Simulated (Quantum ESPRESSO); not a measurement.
The system is MgB.

```
Mg B
1.0
     2.89515    0.00000    0.00000
     0.00000    2.89515    0.00000
     0.00000    0.00000    2.89515
Mg B
1 1
Direct
  0.00000 0.00000 0.00000
  0.50000 0.50000 0.50000
```

The cell was built by a generator and needn't be a form met in nature.

```yaml
Program: Quantum ESPRESSO 7.5
Task: phonons
Functional: PBE
Potentials_or_basis: SSSP 1.3 efficiency PBE
Cutoff: 748 eV
Density_cutoff: 5987 eV
k_mesh: 14 × 14 × 14
Occupations: gaussian, width 0.272 eV
Spin: no spin polarisation
Mixing_beta: 0.5
Most_SCF_iterations: 120
SCF_threshold: 4e-10 Ry
Mixing_mode: TF
```

At X the frequencies are 165 201 201 342 356 356 cm⁻¹, at a pressure of -0.3 GPa.

Task: How do the modes respond when the cell is scaled evenly, at fixed shape?

Result: The highest mode has a Grüneisen parameter of 1.85 and moves by +7.9 cm⁻¹ per GPa. None of the listed modes softens on compression. The pressures give a bulk modulus of about 83 GPa.

Frequencies at 99 % and 101 % of the volume (pressures 0.6 and -1.1 GPa), ions relaxed:
```csv
mode,99 % (cm⁻¹),101 % (cm⁻¹),Grüneisen parameter
1,168.2,161.7,1.98
2,205.1,196.5,2.14
3,205.1,196.5,2.14
4,347.2,337.6,1.39
5,362.4,349.3,1.85
6,362.4,349.3,1.85
```

Modes are matched by their order; those that don't vary smoothly over the three volumes are left out.
